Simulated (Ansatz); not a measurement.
From input file to script: C₃H₃BClF, SMILES FB(Cl)C1=CC1 in Ansatz 0.2.0.

```yaml
crystal:
  periodic: [false, false, false]
  atoms:
    - { symbol: F, position_ang: [-1.1586, 1.6674, 1.7837] }
    - { symbol: B, position_ang: [-0.3051, 0.6139, 1.5157] }
    - { symbol: Cl, position_ang: [0.5735, -0.1721, 2.8979] }
    - { symbol: C, position_ang: [-0.0171, 0.1129, 0.056] }
    - { symbol: C, position_ang: [-0.3798, 0.1669, -1.3781] }
    - { symbol: C, position_ang: [0.5162, -0.7544, -0.8516] }
    - { symbol: H, position_ang: [-0.8797, 0.6278, -2.191] }
    - { symbol: H, position_ang: [1.6192, -0.5212, -1.0672] }
    - { symbol: H, position_ang: [0.1197, -1.7874, -0.7826] }
basis:
  gaussian:
    orbitals: "6-31G*"
hamiltonian:
  xc: r2scan
relax:
  f_tol: 0.02
```

Script `c3h3bclf.py`:
```python
"""Geometry optimisation of C3H3BClF."""

import ansatz as az
import numpy as np

mol = (
    az.Crystal.molecule()
    .atom("F", (-1.1586, 1.6674, 1.7837))
    .atom("B", (-0.3051, 0.6139, 1.5157))
    .atom("Cl", (0.5735, -0.1721, 2.8979))
    .atom("C", (-0.0171, 0.1129, 0.056))
    .atom("C", (-0.3798, 0.1669, -1.3781))
    .atom("C", (0.5162, -0.7544, -0.8516))
    .atom("H", (-0.8797, 0.6278, -2.191))
    .atom("H", (1.6192, -0.5212, -1.0672))
    .atom("H", (0.1197, -1.7874, -0.7826))
)

setup = mol.calculation().basis(gaussian="6-31G*").functional("r2scan")
symbols = [site.symbol for site in mol.cartesian_sites]
start = np.array([site.position_ang for site in mol.cartesian_sites], dtype=float)
def progress(event):
    if event["event"] == "relax_step":
        row = event["data"]
        print(f"step {row['step']:3d}  E = {row['lagrangian_ev']:.6f} eV  max force {row['allowed_force_max_ev_ang']:.4f} eV/A")


data = setup.relax(force_tolerance=0.02).session().plan().execute(on_event=progress).report
end = np.array(data["positions_ang"])

print("reference energy %16.6f eV" % data["reference_energy_ev"])
print("total energy     %16.6f eV" % data["free_energy_ev"])
print("occupied (up, down):", data["n_occupied"], " virtual:", data["n_virtual"], " frozen:", data["n_frozen"])

print("bond        before    after (A)")
for i, j in [(0, 1), (1, 2), (1, 3), (3, 4), (3, 5), (4, 5), (4, 6), (5, 7), (5, 8)]:
    d0, d1 = (np.linalg.norm(xyz[i] - xyz[j]) for xyz in (start, end))
    print(f"{symbols[i]}{i}-{symbols[j]}{j}".ljust(10), f"{d0:8.4f} {d1:8.4f}")

charges = data["charge_distribution"]
dipole = np.array(charges["dipole_moment_e_ang"]) * 4.803205
print("dipole (D): {:.3f} {:.3f} {:.3f}, length {:.3f}".format(*dipole, np.linalg.norm(dipole)))
print("atom  Mulliken   Lowdin")
for symbol, m, l in zip(symbols, charges["mulliken_charges_e"], charges["lowdin_charges_e"]):
    print(f"{symbol:4s} {m:9.3f} {l:8.3f}")
```

```console
$ python c3h3bclf.py
step   1  E = -19069.491417 eV  max force 6.0012 eV/A
step   2  E = -19070.971772 eV  max force 3.0942 eV/A
step   3  E = -19071.001513 eV  max force 2.2935 eV/A
step   4  E = -19071.000535 eV  max force 2.0140 eV/A
step   5  E = -19071.216988 eV  max force 0.9235 eV/A
step   6  E = -19071.236527 eV  max force 0.2554 eV/A
step   7  E = -19071.242216 eV  max force 0.2333 eV/A
step   8  E = -19071.246410 eV  max force 0.1069 eV/A
step   9  E = -19071.248350 eV  max force 0.1288 eV/A
step  10  E = -19071.248992 eV  max force 0.0165 eV/A
step  11  E = -19071.249029 eV  max force 0.0330 eV/A
step  12  E = -19071.248867 eV  max force 0.0416 eV/A
step  13  E = -19071.249166 eV  max force 0.0112 eV/A
reference energy    -19071.249173 eV
total energy        -19071.249173 eV
occupied (up, down): [26, 26]  virtual: [74, 74]  frozen: 0
bond        before    after (A)
F0-B1        1.3821   1.3268
B1-Cl2       1.8166   1.7639
B1-C3        1.5699   1.5225
C3-C4        1.4802   1.3117
C3-C5        1.3639   1.5234
C4-C5        1.3888   1.4877
C4-H6        1.0598   1.0834
C5-H7        1.1478   1.0944
C5-H8        1.1086   1.0943
dipole (D): -0.260 -0.088 -2.257, length 2.274
atom  Mulliken   Lowdin
F       -0.189    0.202
B        0.291   -0.483
Cl      -0.144    0.222
C        0.024   -0.081
C       -0.141   -0.047
C       -0.390   -0.222
H        0.191    0.157
H        0.178    0.125
H        0.179    0.126
```

Total energies depend on the basis set; only differences at equal settings carry meaning. The end point is the stationary point reached from this start; no frequency run checks that it is a minimum, and the basis set is modest. The Löwdin charges here are taken after orthogonalising the functions within each atom; they differ from plain Löwdin charges, and their signs can be unphysical. Wall time of the script: 100 s on 1 thread of Arm Neoverse V1 (shared host), peak memory 0.26 GiB.

(Lines on the test bed's own set-up are left out of the output.)
